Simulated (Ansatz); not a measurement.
# Rb2TeO3: a short molecular-dynamics run

What does Rb2TeO3 do over 60 steps of 0.5 fs at constant energy, with velocities drawn for 300 K? The cell is a randomly packed cell of 12 atoms, taken as it stands, without a relaxation.

All numbers below are computed with Ansatz 0.2.0 (DFT PBE, plane waves, PAW, scalar-relativistic, no spin polarisation).

### 1 Starting point

The cell holds 12 atoms (O6Rb4Te2): a = 6.276 Å, b = 7.577 Å, c = 6.033 Å, α = 83.23°, β = 96.38°, γ = 84.50°.

Coordinates:

```xyz
12
Lattice="6.1991 -0.2460 -0.9490 1.0250 7.5073 -0.0569 0.2656 0.7267 5.9828" Properties=species:S:1:pos:R:3 pbc="T T T"
Te    3.8589    4.6996   -0.4547
Te    5.4125    2.4636   -0.7152
Rb    3.5692    3.7852    2.7034
Rb    0.8916    5.4435    0.6389
O     3.9857    6.5421    2.3455
O     5.2047    6.6399    3.7522
Rb    2.9765    0.4217   -0.0413
Rb    0.4429    1.8653    3.5462
O     2.9492    0.8691    2.7380
O     2.2643    3.6845    5.1992
O     2.3811    5.9307    4.0937
O     5.7765    0.4159    0.2306
```

### 2 Molecular dynamics

Input file input.yaml:

```yaml
crystal:
  lattice:
    - [6.199134, -0.24597, -0.949043]
    - [1.024972, 7.507342, -0.056861]
    - [0.265583, 0.726681, 5.982837]
  atoms:
    - { symbol: Te, position: [0.515865, 0.641748, 0.011928] }
    - { symbol: Te, position: [0.814093, 0.35358, 0.012952] }
    - { symbol: Rb, position: [0.475547, 0.468307, 0.53175] }
    - { symbol: Rb, position: [0.020699, 0.714451, 0.116867] }
    - { symbol: O, position: [0.483446, 0.841124, 0.47672] }
    - { symbol: O, position: [0.66982, 0.834644, 0.741342] }
    - { symbol: Rb, position: [0.466523, 0.064902, 0.067723] }
    - { symbol: Rb, position: [0.014272, 0.191169, 0.596808] }
    - { symbol: O, position: [0.44004, 0.079058, 0.528191] }
    - { symbol: O, position: [0.25819, 0.410786, 0.913872] }
    - { symbol: O, position: [0.232683, 0.727143, 0.728066] }
    - { symbol: O, position: [0.912781, 0.067501, 0.18398] }
kpoints:
  mp_grid: { grid: [4, 2, 4] }
magnetization:
  spin_polarized: false
scf:
  occupations: { method: fermi_dirac, width: 0.1 }
hamiltonian:
  pseudopotentials: { kind: paw }
  xc: pbe
basis:
  ecutwfc: 420
md:
  timestep: 0.5
  n_steps: 60
  ensemble: nve
  temperature: 300.0
  initial_velocities: maxwell_boltzmann
  seed: 92228
```

Command:

```bash
> ansatz run input.yaml --threads 2 --pin off --max-ram 2560MiB --backend cpu --events-out ev --progress --plain --runs-dir out
```

Log, shortened:

```text
Warning: md: disabling space-group detection — thermal motion breaks the input geometry's symmetry, so no spatial operation reduces the k-mesh or symmetrises the density; time reversal is kept, so that k and −k are solved as one point where they differ and the mesh holds both, and exact [...]
Warning: RAYON_NUM_THREADS=2 ignored (pool sized by the plan → 2); use --threads N
[...]
Pseudopotentials: kind: paw
Pseudopotential: Te, paw, valence charge 16, recommended cutoff 420 eV (normal), Te.paw.azcp
Pseudopotential: Rb, paw, valence charge 9, recommended cutoff 420 eV (normal), Rb.paw.azcp
Pseudopotential: O, paw, valence charge 6, recommended cutoff 420 eV (normal), O.paw.azcp
Functional definition: PBE
[...]
Crystal: 12 atoms, lattice volume = 281.389 Å³
Basis set: ecut = 420 eV, 5509 PW (Γ), exchange–correlation on 90×108×90 points (8 copies of the dense FFT grid, shifted against one another)
Bands: 64, of which v1, the nominal top of the filled ones, is band 52 counted from 1 (51 counted from 0)
Symmetry: 1 space group operations
k-points: 20 of 32 (time reversal used)
[...]
SCF iter   1: F=—  HF=-30420.734295 eV  |F-HF|=—  |Δ(HF+E_count)|=         —  Δρ=8.80e-3  dr2=1.62e-1  ethr=1.77e-3  ⟨swp⟩=8.0  Hψ=5834  notcnv=0  defer=21
[...]
md step     0: t =     0.00 fs  T =   300.0 K  F+E_penalty+E_count = -30420.71823478 eV  E_kin = 0.426558 eV  conserved = -30420.29167678 eV  (12 SCF iters)
[...]
md step     1: t =     0.50 fs  T =   312.1 K  F+E_penalty+E_count = -30420.73544718 eV  E_kin = 0.443774 eV  conserved = -30420.29167276 eV  (9 SCF iters)
[...]
SCF iter   9: F=-30420.761388 eV  HF=-30420.761388 eV  |F-HF|=2.31e-9  |Δ(HF+E_count)|=   3.04e-9  Δρ=1.96e-6  dr2=9.98e-9  ethr=1.15e-11  ⟨swp⟩=4.0  Hψ=4807  notcnv=0
[...]
```

### 3 The output, continued

The log, continued, shortened:

```text
md step     2: t =     1.00 fs  T =   330.4 K  F+E_penalty+E_count = -30420.76138788 eV  E_kin = 0.469722 eV  conserved = -30420.29166631 eV  (9 SCF iters)
[...]
md step    16: t =     8.00 fs  T =  1299.9 K  F+E_penalty+E_count = -30422.13983041 eV  E_kin = 1.848231 eV  conserved = -30420.29159968 eV  (3 SCF iters)
[...]
md step    30: t =    15.00 fs  T =  3243.5 K  F+E_penalty+E_count = -30424.90677906 eV  E_kin = 4.611780 eV  conserved = -30420.29499906 eV  (10 SCF iters)
[...]
md step    44: t =    22.00 fs  T =  2202.8 K  F+E_penalty+E_count = -30423.42339282 eV  E_kin = 3.132044 eV  conserved = -30420.29134921 eV  (3 SCF iters)
[...]
md step    58: t =    29.00 fs  T =  2678.4 K  F+E_penalty+E_count = -30424.10075430 eV  E_kin = 3.808290 eV  conserved = -30420.29246449 eV  (4 SCF iters)
[...]
md step    60: t =    30.00 fs  T =  2854.8 K  F+E_penalty+E_count = -30424.35195417 eV  E_kin = 4.059147 eV  conserved = -30420.29280672 eV  (9 SCF iters)
SCF converged after 9 iterations
Free energy (F): -30424.351954 eV
[...]
E sigma→0 (E₀):  -30424.306649 eV
Entropy (-TS):   -0.090610 eV (-7.551 meV/atom)
Fermi energy:    6.226154 eV
[...]
--- Forces (eV/Å), atoms counted from 1 ---
  atom   1  Te     1.46190384    -4.32073453     3.84149947
  atom   2  Te     2.12335102     4.03033282    -2.01299608
  atom   3  Rb    -0.37342381    -0.34019938    -0.36723717
  atom   4  Rb    -0.32769649     0.73593192     0.53979879
  atom   5  O     -2.38223037    -0.22115875    -4.78914465
  atom   6  O      3.18576175     0.84792221     1.96945764
  atom   7  Rb    -1.00299246    -0.23740659     0.21458630
  atom   8  Rb    -0.16035299    -0.50641541    -0.12459799
[...]
--- MD trajectory: 60 steps, t = 0.0 → 30.0 fs ---
  final state: T = 2854.8 K   F+E_penalty+E_count = -30424.35195417 eV   E_kin = 4.059147 eV
  conserved energy: peak-to-peak 5.680e-3 eV (4.733e-4 eV/atom) over 30.0 fs
```

Wall time 8.3 min (2 threads of Arm Neoverse V2, shared host); peak memory 0.93 GiB.

### 4 What the atoms did

The trajectory, every 5 steps (energies from step 0); msd is the mean square displacement from the start, the centre of mass held:

```tsv
time (fs)	T (K)	potential energy change (meV/atom)	total energy change (meV/atom)	msd O (Å²)	msd Te (Å²)	msd Rb (Å²)
0.0	300	0.0	0.00	0.000	0.000	0.000
2.5	423	-14.5	0.00	0.000	0.000	0.000
5.0	711	-48.7	0.01	0.002	0.000	0.000
7.5	1183	-104.6	0.01	0.007	0.000	0.000
10.0	1838	-182.3	-0.02	0.018	0.001	0.000
12.5	2604	-273.1	-0.10	0.036	0.001	0.001
15.0	3243	-349.0	-0.28	0.066	0.002	0.001
17.5	3289	-354.5	-0.42	0.108	0.004	0.001
20.0	2602	-272.9	-0.06	0.156	0.005	0.002
22.5	2175	-222.2	-0.02	0.197	0.008	0.002
25.0	2246	-230.7	-0.13	0.227	0.011	0.003
27.5	2457	-255.6	-0.05	0.246	0.013	0.004
30.0	2855	-302.8	-0.09	0.257	0.016	0.005
```

time (fs), T (K) and a bar:
```
      0.0        300 
      1.5        355 #
      2.5        423 #
      4.0        574 ###
      5.0        711 ####
      6.5        971 #######
      8.0       1300 ##########
      9.0       1556 ############
     10.5       1987 #################
     11.5       2295 ####################
     13.0       2754 ########################
     14.5       3146 ############################
     15.5       3317 ##############################
     17.0       3349 ##############################
     18.5       3066 ###########################
     19.5       2759 ########################
     21.0       2344 ####################
     22.0       2203 ###################
     23.5       2178 ##################
     25.0       2246 ###################
     26.0       2311 ####################
     27.5       2457 #####################
     28.5       2597 #######################
     30.0       2855 #########################
```

Bonds that form or break, judged by distance (formed within 1.15 times the sum of covalent radii and held on average over 10 fs, broken when stretched by half; pairs already stretched at the start don't count as bonds):

```tsv
time (fs)	bond	event
13.5	O5–O9	forms
17.0	O5–O6	forms
```

Pair distribution over the second half of the run:

```tsv
r (Å)	g O–O	g Rb–O
0.68	0.00	0.00
0.84	0.00	0.00
1.00	0.00	0.00
1.16	3.34	0.00
1.32	5.35	0.00
1.48	1.99	0.00
1.64	0.19	0.00
1.80	0.00	0.00
1.96	0.00	0.00
2.12	0.00	0.00
2.28	1.09	0.00
2.44	2.29	0.19
2.60	2.65	1.79
2.76	0.02	2.78
2.92	0.00	1.54
```

First peaks of g(r) (not always the tallest), and, where a minimum follows, the mean number of second-named atoms round a first-named one up to the next minimum:

```tsv
pair	peak (Å)	height	minimum (Å)	neighbours
O–O	1.32	5.4	1.72	0.7
```

### 5 Positions and forces

Extended XYZ, with forces in eV/Å:

```xyz
12
Lattice="6.199 -0.246 -0.949 1.025 7.507 -0.057 0.266 0.727 5.983" Properties=species:S:1:pos:R:3:forces:R:3 pbc="T T T" time_fs=4.0 T=574 dE=-0.3902
Te    3.859    4.696   -0.464   -3.574    0.481   -3.719
Te    5.410    2.468   -0.712    1.949   -2.687    1.295
Rb    3.570    3.784    2.706   -0.521   -0.292    0.012
Rb    0.890    5.451    0.636    0.392    1.101    0.189
O     3.991    6.549    2.380    2.054    4.453    2.470
O     5.185    6.624    3.762   -1.317   -1.768   -0.340
Rb    2.980    0.422   -0.042   -0.622    0.085    0.107
Rb    0.449    1.861    3.542    0.108   -1.052   -0.404
O     2.940    0.839    2.760   -0.399   -2.483   -1.265
O     2.274    3.665    5.176    0.614    0.644    0.931
O     2.404    5.954    4.135    1.719   -0.597    1.946
O     5.744    0.430    0.221   -0.402    2.115   -1.222
12
Lattice="6.199 -0.246 -0.949 1.025 7.507 -0.057 0.266 0.727 5.983" Properties=species:S:1:pos:R:3:forces:R:3 pbc="T T T" time_fs=7.5 T=1183 dE=-1.2548
Te    3.855    4.693   -0.476   -3.874    0.483   -3.526
Te    5.409    2.469   -0.707    2.000   -2.681    1.185
Rb    3.570    3.783    2.708   -0.515   -0.267   -0.012
Rb    0.889    5.459    0.634    0.349    1.078    0.182
O     4.012    6.590    2.429    2.308    4.729    2.883
O     5.158    6.596    3.768   -1.238   -1.715   -0.822
Rb    2.981    0.422   -0.043   -0.666    0.057    0.095
Rb    0.455    1.856    3.537    0.097   -1.011   -0.370
O     2.928    0.793    2.769   -0.470   -2.666   -1.405
O     2.287    3.652    5.163    0.647    0.535    0.980
O     2.438    5.970    4.187    1.695   -0.540    1.938
O     5.713    0.459    0.202   -0.333    1.999   -1.128
12
Lattice="6.199 -0.246 -0.949 1.025 7.507 -0.057 0.266 0.727 5.983" Properties=species:S:1:pos:R:3:forces:R:3 pbc="T T T" time_fs=11.0 T=2140 dE=-2.6166
Te    3.848    4.691   -0.491   -4.154    0.420   -3.179
Te    5.411    2.468   -0.702    2.047   -2.558    1.013
Rb    3.570    3.782    2.711   -0.497   -0.224   -0.032
Rb    0.889    5.469    0.633    0.264    1.044    0.165
O     4.050    6.665    2.500    2.146    4.453    2.989
O     5.122    6.556    3.768   -0.753   -1.445   -1.131
Rb    2.982    0.422   -0.044   -0.715    0.023    0.058
Rb    0.461    1.849    3.532    0.098   -0.954   -0.331
O     2.913    0.727    2.768   -0.464   -2.536   -1.370
O     2.306    3.644    5.158    0.708    0.355    1.042
O     2.484    5.982    4.252    1.565   -0.344    1.738
O     5.679    0.503    0.176   -0.246    1.766   -0.962
12
Lattice="6.199 -0.246 -0.949 1.025 7.507 -0.057 0.266 0.727 5.983" Properties=species:S:1:pos:R:3:forces:R:3 pbc="T T T" time_fs=15.0 T=3243 dE=-4.1885
Te    3.834    4.689   -0.511   -4.110    0.109   -2.126
Te    5.415    2.464   -0.694    2.051   -2.065    0.680
Rb    3.568    3.779    2.713   -0.463   -0.144   -0.041
Rb    0.889    5.482    0.631    0.149    0.964    0.141
O     4.112    6.790    2.607    1.226    1.276    1.592
O     5.075    6.497    3.758    0.662   -0.780   -0.856
Rb    2.982    0.423   -0.045   -0.774   -0.010   -0.005
Rb    0.467    1.840    3.525    0.104   -0.836   -0.271
O     2.892    0.631    2.755   -0.498    0.050   -0.646
O     2.333    3.637    5.161    0.777    0.028    1.082
O     2.550    5.994    4.343    0.984    0.248    1.056
O     5.638    0.569    0.137   -0.107    1.161   -0.606
12
Lattice="6.199 -0.246 -0.949 1.025 7.507 -0.057 0.266 0.727 5.983" Properties=species:S:1:pos:R:3:forces:R:3 pbc="T T T" time_fs=19.0 T=2918 dE=-3.7253
Te    3.817    4.687   -0.534   -2.802   -1.001    0.145
Te    5.421    2.458   -0.686    1.914   -0.876    0.099
Rb    3.565    3.777    2.716   -0.417   -0.053   -0.053
Rb    0.889    5.496    0.630    0.052    0.831    0.148
O     4.186    6.919    2.727    0.993   -9.751   -2.179
O     5.035    6.431    3.741    2.897    0.371    0.739
Rb    2.980    0.423   -0.045   -0.809    0.009   -0.029
Rb    0.474    1.829    3.518    0.085   -0.635   -0.198
O     2.865    0.542    2.736   -2.056   10.037    0.698
O     2.368    3.631    5.174    0.816   -0.237    1.038
O     2.625    6.008    4.442   -0.790    1.450   -0.450
O     5.596    0.646    0.093    0.116   -0.146    0.042
12
Lattice="6.199 -0.246 -0.949 1.025 7.507 -0.057 0.266 0.727 5.983" Properties=species:S:1:pos:R:3:forces:R:3 pbc="T T T" time_fs=22.5 T=2175 dE=-2.6664
Te    3.798    4.685   -0.554   -0.133   -2.677    2.721
Te    5.429    2.451   -0.678    1.830    0.749   -0.637
Rb    3.563    3.775    2.718   -0.385   -0.082   -0.121
Rb    0.889    5.510    0.629   -0.048    0.748    0.224
O     4.259    6.965    2.816    0.260  -11.911   -5.425
O     5.022    6.376    3.732    4.628    0.825    2.863
Rb    2.978    0.423   -0.046   -0.850    0.007    0.049
Rb    0.480    1.819    3.512    0.072   -0.526   -0.178
O     2.825    0.535    2.724   -2.821   11.895    1.243
O     2.405    3.624    5.194    0.861   -0.071    0.948
O     2.684    6.031    4.526   -3.706    2.871   -2.444
O     5.560    0.712    0.054    0.293   -1.828    0.758
12
Lattice="6.199 -0.246 -0.949 1.025 7.507 -0.057 0.266 0.727 5.983" Properties=species:S:1:pos:R:3:forces:R:3 pbc="T T T" time_fs=26.0 T=2311 dE=-2.8600
Te    3.780    4.679   -0.572    2.277   -4.285    4.441
Te    5.438    2.445   -0.672    1.928    2.638   -1.451
Rb    3.559    3.773    2.720   -0.376   -0.199   -0.232
Rb    0.889    5.526    0.628   -0.176    0.725    0.342
O     4.332    6.929    2.866   -2.694   -3.961   -7.310
O     5.042    6.326    3.743    5.079    0.533    3.820
Rb    2.974    0.424   -0.047   -0.917   -0.093    0.147
Rb    0.487    1.807    3.505    0.020   -0.516   -0.171
O     2.768    0.610    2.722   -0.214    4.291    2.026
O     2.448    3.616    5.221    0.983    0.371    0.874
O     2.716    6.076    4.593   -6.250    4.148   -3.945
O     5.527    0.764    0.021    0.339   -3.654    1.461
12
Lattice="6.199 -0.246 -0.949 1.025 7.507 -0.057 0.266 0.727 5.983" Properties=species:S:1:pos:R:3:forces:R:3 pbc="T T T" time_fs=30.0 T=2855 dE=-3.6337
Te    3.761    4.669   -0.587    1.462   -4.321    3.841
Te    5.451    2.441   -0.666    2.123    4.030   -2.013
Rb    3.555    3.770    2.721   -0.373   -0.340   -0.367
Rb    0.889    5.544    0.628   -0.328    0.736    0.540
O     4.393    6.849    2.860   -2.382   -0.221   -4.789
O     5.109    6.274    3.788    3.186    0.848    1.969
Rb    2.968    0.424   -0.047   -1.003   -0.237    0.215
Rb    0.494    1.794    3.498   -0.160   -0.506   -0.125
O     2.699    0.737    2.736    1.241    0.205    1.391
O     2.506    3.611    5.260    1.151    1.001    0.773
O     2.699    6.163    4.634   -5.185    3.705   -3.342
O     5.491    0.790   -0.004    0.269   -4.900    1.906
```

### 6 Results

| quantity | value |
| --- | --- |
| length | 60 steps of 0.5 fs |
| temperature, first and last step | 300 and 2855 K |
| temperature, second half | mean 2649 K, from 2169 to 3373 K |
| potential energy, second half | -279 meV/atom from the start |
| largest change of the total energy | 0.42 meV/atom |
| mean square displacement, second half | O 0.182, Te 0.008, Rb 0.003 Å² |

**Reading.** The temperature starts at 300 K and averages 2649 K in the second half, where it ranges from 2169 to 3373 K; the start was no minimum (force components up to 4.2 eV/Å), and the potential energy that it sheds (279 meV/atom) turns into motion. The total energy strays from its start by at most 0.42 meV/atom, 0.2 % of the mean kinetic energy, so a step of 0.5 fs is short enough over this time. The bonding pattern changes, first at 13.5 fs: O5–O9 forms. Over the second half O atoms stand 0.4 Å (root mean square) from where they began, and the farthest move is 0.7 Å. Settings off the usual here: kpoints.mp_grid.grid. A run of 30 fs with 12 atoms shows the motion but fixes no equilibrium value.
